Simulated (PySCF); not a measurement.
# C4H5FSSe: the cost of one run

Programs: PySCF 2.14.0, with routines of our own; each step states its level. All values are computed. Atoms count from 0.

### Step 1. The starting structure

12 atoms, charge 0, multiplicity 1; geometry from: GFN2-xTB.

### Step 2. Optimising the geometry at PBE/6-31G*

Job settings and geometry (Å):

```
{"job": {"xc": "PBE", "basis": "6-31G*", "grid": 1, "kind": "geom"}, "charge": 0, "multiplicity": 1}
F     -1.767678     0.734613    -1.141587
C     -1.313384    -0.355095    -0.454360
C     -0.559666     0.066597     0.794310
C      0.813683     0.566004     0.359608
C      1.385881    -0.386885    -0.646927
S      2.968884    -0.586746    -0.920485
Se     0.012456    -1.304324    -1.591791
H     -2.179305    -0.996741    -0.265432
H     -0.455105    -0.800416     1.449391
H     -1.120570     0.842333     1.317172
H      0.716248     1.543806    -0.125419
H      1.499755     0.676169     1.199494
```

Started as:

```bash
> OMP_NUM_THREADS=1 python excited_run.py task.json out
```

One launch serves the whole session: the jobs run in the order shown.

**Question.** How long does this first job take on 1 thread of Arm Neoverse V2, shared host, and how much memory does it need?

About 49 s, with a peak of 0.6 GiB.
